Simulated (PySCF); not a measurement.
# C₃H₆F₂Ge: NMR shifts and electronic excitations at several levels of theory, part 2 of 2

PySCF 2.14.0. Atoms count from 0. Earlier steps stand in the parts before.

### Step 9. NMR shieldings: PBE0/pcSseg-2

Job settings and geometry (Å):

```
{"job": {"kind": "nmr", "xc": "PBE0", "basis": "pcSseg-2", "pop": true}, "charge": 0, "multiplicity": 1}
C     -0.945096     1.455200     0.176892
C     -0.380387     0.250424     0.048468
C     -1.126624    -0.949128    -0.446658
F     -0.725295    -2.072950     0.239344
Ge     1.502988    -0.003942     0.445467
F      2.202717    -0.669015    -1.014066
H     -2.010025     1.618840    -0.030815
H     -0.372369     2.335834     0.484048
H     -0.904984    -1.110301    -1.516258
H     -2.216774    -0.827598    -0.325162
H      1.797193    -1.015956     1.558504
H      2.173415     1.359528     0.683250
```

Level: GIAO PBE0/pcSseg-2 NMR shielding, non-relativistic, gas phase.

The program printed:

```text
coarse grid: 48392 points
cycle   1  E = -2394.0523303849  dE = -2.096e-01  |g| = 1.268e+00  |ddm| = 2.401e+00
cycle   2  E = -2393.8303575810  dE =  2.220e-01  |g| = 1.809e+00  |ddm| = 1.219e+00
cycle   3  E = -2394.1846548970  dE = -3.543e-01  |g| = 2.427e-01  |ddm| = 8.484e-01
cycle   4  E = -2394.1924833060  dE = -7.828e-03  |g| = 1.003e-01  |ddm| = 1.458e-01
cycle   5  E = -2394.1937006930  dE = -1.217e-03  |g| = 9.560e-03  |ddm| = 4.685e-02
cycle   6  E = -2394.1937074536  dE = -6.761e-06  |g| = 6.435e-03  |ddm| = 9.177e-03
cycle   7  E = -2394.1937165561  dE = -9.102e-06  |g| = 1.117e-03  |ddm| = 4.542e-03
final grid: 102104 points
cycle   8  E = -2394.1936562161  dE =  3.692e-07  |g| = 1.935e-03  |ddm| = 3.345e-03
cycle   9  E = -2394.1936541000  dE =  2.116e-06  |g| = 3.515e-03  |ddm| = 3.538e-03
cycle  10  E = -2394.1936571212  dE = -3.021e-06  |g| = 1.423e-04  |ddm| = 2.259e-03
cycle  11  E = -2394.1936571245  dE = -3.311e-09  |g| = 3.571e-05  |ddm| = 8.598e-05
cycle  12  E = -2394.1936571247  dE = -1.937e-10  |g| = 1.134e-05  |ddm| = 2.186e-05
converged SCF energy = -2394.1936571247

GIAO shielding tensors (ppm)
atom      isotropic    diamagn.    paramagn.     s11        s22        s33       span
  0 C       48.108     253.584    -205.476    -68.632     57.410    155.546    224.178
  1 C       20.127     251.280    -231.153    -89.127      3.348    146.160    235.287
  2 C       93.797     236.478    -142.681     58.720     78.297    144.375     85.655
  3 F      405.570     468.504     -62.934    366.686    390.959    459.065     92.378
  4 Ge    1332.183    2755.278   -1423.095   1248.063   1265.524   1482.961    234.898
  5 F      421.945     469.550     -47.605    390.949    417.630    457.257     66.308
  6 H       25.122      30.184      -5.062     22.184     24.316     28.868      6.684
  7 H       25.345      31.055      -5.710     21.856     23.979     30.201      8.345
  8 H       25.910      28.318      -2.408     23.360     25.583     28.787      5.428
  9 H       26.286      28.392      -2.107     22.523     26.471     29.863      7.340
 10 H       25.440      28.304      -2.865     20.351     20.630     35.339     14.988
 11 H       25.888      28.803      -2.914     20.091     21.703     35.870     15.779
```

Run time: 64 s. Hardware: 1 thread of Arm Neoverse V2, shared host; peak memory 1.4 GiB.

This run: δ C1 164.0, C0 136.0, C2 90.3, F3 -229.8, H6 6.12, H7 5.90 ppm.

### Step 10. Ultraviolet spectrum: HF/def2-SVPD

Same as in step 9 but for these lines:

```diff
@@ -1,2 +1,2 @@
-{"job": {"kind": "nmr", "xc": "PBE0", "basis": "pcSseg-2", "pop": true}, "charge": 0, "multiplicity": 1}
+{"job": {"kind": "uv", "xc": "HF", "basis": "def2-SVPD", "ip": true}, "charge": 0, "multiplicity": 1}
 C     -0.945096     1.455200     0.176892
```

With the program's defaults for keys left out, this is: TDDFT HF/def2-SVPD, vertical, gas phase, core orbitals frozen in the response.

The program printed:

```text
final grid: 102104 points
cycle   1  E = -2390.7211540209  dE = -4.819e-02  |g| = 7.369e-01  |ddm| = 4.343e+00
cycle   2  E = -2390.8200570770  dE = -9.890e-02  |g| = 4.558e-01  |ddm| = 1.392e+00
cycle   3  E = -2390.8540000523  dE = -3.394e-02  |g| = 6.953e-02  |ddm| = 4.897e-01
cycle   4  E = -2390.8556185475  dE = -1.618e-03  |g| = 1.646e-02  |ddm| = 1.978e-01
cycle   5  E = -2390.8557061408  dE = -8.759e-05  |g| = 4.101e-03  |ddm| = 4.416e-02
cycle   6  E = -2390.8557118145  dE = -5.674e-06  |g| = 1.350e-03  |ddm| = 1.174e-02
cycle   7  E = -2390.8557126089  dE = -7.943e-07  |g| = 4.830e-04  |ddm| = 3.804e-03
cycle   8  E = -2390.8557127189  dE = -1.100e-07  |g| = 1.233e-04  |ddm| = 1.309e-03
cycle   9  E = -2390.8557127291  dE = -1.020e-08  |g| = 3.196e-05  |ddm| = 4.441e-04
cycle  10  E = -2390.8557127296  dE = -5.020e-10  |g| = 1.260e-05  |ddm| = 1.093e-04
converged SCF energy = -2390.8557127296

Static polarisability (au): isotropic 62.623, principal 49.938 63.429 74.502

Singlet excitations
state   eV       nm        f      main configurations
  1   7.1848    172.6   0.39962   H->L+1 0.50, H->L+2 0.34
  2   7.5757    163.7   0.03863   H-1->L+1 0.49, H-1->L+2 0.31
  3   8.2659    150.0   0.05160   H->L 0.51, H->L+2 0.21, H->L+1 0.17
  4   8.7567    141.6   0.00874   H->L+3 0.28, H->L 0.22, H->L+1 0.14
  5   9.2831    133.6   0.00075   H-2->L+1 0.54
  6   9.3754    132.2   0.01519   H-1->L+1 0.21, H-1->L+2 0.16, H-1->L+3 0.14
  7   9.4765    130.8   0.04999   H->L+5 0.29, H->L+4 0.20
  8   9.6563    128.4   0.02082   H-3->L+2 0.14, H-3->L+1 0.13, H->L+3 0.11
  9   9.7318    127.4   0.02730   H->L+3 0.30, H->L 0.12, H->L+2 0.10
 10   9.7977    126.5   0.00369   H->L+4 0.45, H->L+5 0.19

Triplet excitations (Tamm-Dancoff, eV): 3.5646 6.8619 7.8964 8.2078
Vertical ionisation energy (delta-SCF) = 9.2757 eV
```

Wall time 24 s (1 thread of Arm Neoverse V2, shared host); peak memory 0.77 GiB.

The orbitals next to the gap, with their largest atomic shares:

| orbital | eV | atoms |
| --- | --- | --- |
| HOMO−3 | -14.65 | F3 28 %, C2 25 %, H8 13 % |
| HOMO−2 | -13.11 | Ge4 37 %, H11 25 %, H10 21 % |
| HOMO−1 | -12.33 | C1 30 %, Ge4 22 %, C2 11 % |
| HOMO | -10.85 | C1 37 %, C0 37 %, C2 7 % |
| LUMO | 2.28 | Ge4 38 %, C0 21 %, H7 7 % |
| LUMO+1 | 2.46 | Ge4 28 %, C0 20 %, C1 14 % |
| LUMO+2 | 2.94 | C0 25 %, Ge4 16 %, C1 13 % |

With each of the 10 states as a Gaussian band of 0.4 eV half-width at 1/e, the curve within the window shown has maxima at 172 nm (ε 17,000), 151 nm (ε 2,300), 130 nm (ε 4,300) L/(mol cm). Beyond the last state computed it falls off for lack of states. The curve at chosen wavelengths:

nm, ε (L/mol/cm) and a bar:
```
      123       1019 
      126       2772 ####
      128       3869 ######
      131       4153 ######
      133       3381 #####
      136       1851 ##
      139        991 
      141        911 
      144       1303 #
      146       1720 ##
      149       2195 ##
      152       2222 ##
      154       2117 ##
      157       2343 ###
      159       3106 ####
      162       5570 #########
      165       9488 ################
      167      12390 ######################
      170      15827 ############################
      172      16777 ##############################
      175      15726 ############################
      178      12414 ######################
      180       9704 #################
      183       5932 #########
      185       3961 ######
      188       1947 ##
```

Ground-state properties from the same run:

| property | computed |
| --- | --- |
| dipole moment (D) | 3.54 |
| polarisability (Å³) | 9.28 |
| HOMO–LUMO gap (eV) | 13.14 |
| −ε(HOMO) (eV) | 10.85 |

### Step 11. Ultraviolet spectrum: LDA/def2-SVPD

Same as in step 10 but for these lines:

```diff
@@ -1,2 +1,2 @@
-{"job": {"kind": "uv", "xc": "HF", "basis": "def2-SVPD", "ip": true}, "charge": 0, "multiplicity": 1}
+{"job": {"kind": "uv", "xc": "LDA", "basis": "def2-SVPD", "ip": true}, "charge": 0, "multiplicity": 1}
 C     -0.945096     1.455200     0.176892
```

Level: TDDFT LDA/def2-SVPD, vertical, gas phase, core orbitals frozen in the response.

The program printed:

```text
coarse grid: 48392 points
cycle   1  E = -2388.5059921354  dE = -1.938e-01  |g| = 8.905e-01  |ddm| = 4.944e+00
cycle   2  E = -2388.0607933560  dE =  4.452e-01  |g| = 1.870e+00  |ddm| = 2.734e+00
cycle   3  E = -2388.6068913764  dE = -5.461e-01  |g| = 3.532e-01  |ddm| = 1.878e+00
cycle   4  E = -2388.6274103813  dE = -2.052e-02  |g| = 7.050e-02  |ddm| = 4.505e-01
cycle   5  E = -2388.6282385728  dE = -8.282e-04  |g| = 2.906e-02  |ddm| = 1.159e-01
cycle   6  E = -2388.6284120059  dE = -1.734e-04  |g| = 7.680e-03  |ddm| = 3.568e-02
cycle   7  E = -2388.6284216972  dE = -9.691e-06  |g| = 2.492e-03  |ddm| = 1.109e-02
final grid: 102104 points
cycle   8  E = -2388.6282732630  dE =  4.451e-06  |g| = 5.387e-03  |ddm| = 1.088e-02
cycle   9  E = -2388.6282492097  dE =  2.405e-05  |g| = 1.238e-02  |ddm| = 1.797e-02
cycle  10  E = -2388.6282788413  dE = -2.963e-05  |g| = 1.006e-03  |ddm| = 1.222e-02
cycle  11  E = -2388.6282791095  dE = -2.682e-07  |g| = 1.768e-04  |ddm| = 1.378e-03
cycle  12  E = -2388.6282791168  dE = -7.360e-09  |g| = 4.523e-05  |ddm| = 2.489e-04
cycle  13  E = -2388.6282791173  dE = -4.275e-10  |g| = 9.829e-06  |ddm| = 6.613e-05
converged SCF energy = -2388.6282791173

Static polarisability (au): isotropic 71.020, principal 56.224 74.172 82.664

Singlet excitations
state   eV       nm        f      main configurations
  1   5.6177    220.7   0.00293   H-1->L 0.76, H->L 0.22
  2   5.8629    211.5   0.03996   H-2->L 0.42, H->L 0.29, H-1->L 0.15
  3   6.0496    204.9   0.02278   H-2->L 0.54, H->L 0.15, H-3->L 0.14
  4   6.3870    194.1   0.01611   H->L+1 0.70, H-3->L 0.28
  5   6.7674    183.2   0.01452   H-4->L 0.72, H-3->L 0.15
  6   6.8257    181.6   0.01778   H-1->L+1 0.83, H-4->L 0.10
  7   6.9550    178.3   0.01211   H->L+2 0.95
  8   7.1882    172.5   0.12695   H-3->L 0.21, H->L 0.18, H-4->L 0.13
  9   7.2857    170.2   0.00724   H-2->L+1 0.96
 10   7.4814    165.7   0.04276   H-1->L+2 0.47, H->L+3 0.39, H-5->L 0.10

Triplet excitations (Tamm-Dancoff, eV): 4.4378 5.3219 5.8283 6.1506
Vertical ionisation energy (delta-SCF) = 10.2202 eV
Vertical electron affinity (delta-SCF) = -0.4235 eV
```

Run time: 1.9 min. Hardware: 1 thread of Arm Neoverse V2, shared host; peak memory 0.69 GiB.

In short: HOMO -7.31 eV, LUMO -2.27 eV; lowest singlet 5.62 eV.

### Step 12. Side by side: NMR shifts

Shifts (ppm) of some atoms, chosen among heavy atoms and hydrogens apart, means over like atoms, with basis size and wall time:

| run | C1 | C0 | H10 | H6 | F5 | F3 | Ge4 | functions | time |
| --- | --- | --- | --- | --- | --- | --- | --- | --- | --- |
| PBE0/6-31G* | 144.5 | 123.2 | 5.99 | 5.68 | -207.0 | -221.1 | 32 | 114 | 12 s |
| PBE0/def2-SVP | 149.1 | 126.4 | 5.49 | 5.82 | -203.1 | -209.1 | -8 | 132 | 14 s |
| PBE0/def2-TZVP | 158.8 | 131.6 | 5.75 | 6.11 | -241.9 | -228.0 | 9 | 239 | 36 s |
| PBE0/cc-pVDZ | 151.4 | 126.3 | 5.51 | 5.89 | -222.1 | -216.7 | 2 | 127 | 15 s |
| PBE0/cc-pVTZ | 157.0 | 130.9 | 5.58 | 6.08 | -236.4 | -227.0 | 13 | 277 | 47 s |
| PBE0/aug-cc-pVDZ | 152.0 | 124.8 | 5.82 | 6.22 | -231.5 | -215.5 | -6 | 205 | 30 s |
| PBE0/pcSseg-0 | 155.9 | 142.3 | 6.34 | 6.37 | -276.9 | -257.5 | 40 | 82 | 7.4 s |
| PBE0/pcSseg-2 | 164.0 | 136.0 | 5.58 | 6.12 | -246.1 | -229.8 | 5 | 327 | 64 s |

### Step 13. Comparing the runs: electronic excitations

Excitations and ground-state properties, with basis size and wall time:

| run | lowest singlet (eV) | brightest (eV) | f | gap (eV) | α (Å³) | μ (D) | functions | time |
| --- | --- | --- | --- | --- | --- | --- | --- | --- |
| HF/def2-SVPD | 7.18 | 7.18 | 0.400 | 13.14 | 9.28 | 3.54 | 192 | 24 s |
| LDA/def2-SVPD | 5.62 | 7.19 | 0.127 | 5.04 | 10.52 | 3.08 | 192 | 1.9 min |

### Step 14. What came out

This closing draws on all 2 parts.

```
                                                            quantity                        value
                                13C shifts against TMS (PBE0/6-31G*)       144.5, 123.2, 81.4 ppm
1H shifts against TMS (PBE0/6-31G*, means over atoms taken as alike)   5.99, 5.69, 5.68, 5.13 ppm
                              19F shifts against CFCl3 (PBE0/6-31G*)           -207.0, -221.1 ppm
                             73Ge shifts against GeMe4 (PBE0/6-31G*)                       32 ppm
                                       lowest singlet (HF/def2-SVPD)  7.18 eV (173 nm), f = 0.400
                                                      lowest triplet                      3.56 eV
                                   vertical ionisation energy (ΔSCF)                      9.28 eV
                                            range of the shift of F5         -276.9 to -203.1 ppm
                                         range of the lowest singlet              5.62 to 7.18 eV
```

**Reading.** Single values in the summary come from the first sound run of each kind (PBE0/6-31G*; HF/def2-SVPD), which need not be the best level. At PBE0/6-31G*: The widest tensor belongs to Ge4: span 215 ppm, with a paramagnetic part of -1250 ppm. The lowest singlet, at 7.18 eV, is HOMO→LUMO+1 0.50, HOMO→LUMO+2 0.34 and is bright. The lowest triplet lies 3.62 eV below the lowest singlet (triplets in Tamm-Dancoff, singlets in full TDDFT). At HF/def2-SVPD, the highest states lie near or above the ionisation energy, where they hang on the basis. ΔSCF puts the ionisation energy at 9.28 eV, 1.58 eV below −ε(HOMO). Across the 8 runs the shift of F5 moves most, between -276.9 (PBE0/pcSseg-0) and -203.1 ppm (PBE0/def2-SVP). Part of that comes from the computed reference. The lowest singlet runs from 5.62 eV (LDA/def2-SVPD) to 7.18 eV (HF/def2-SVPD), while the orbital gap spans 5.04 to 13.14 eV: the excitation energy moves far less from run to run than the orbital gap does. The lowest state need not be the same one in every run. Spin-orbit coupling is left out, which matters for shieldings and couplings at and beside the heavy atoms.
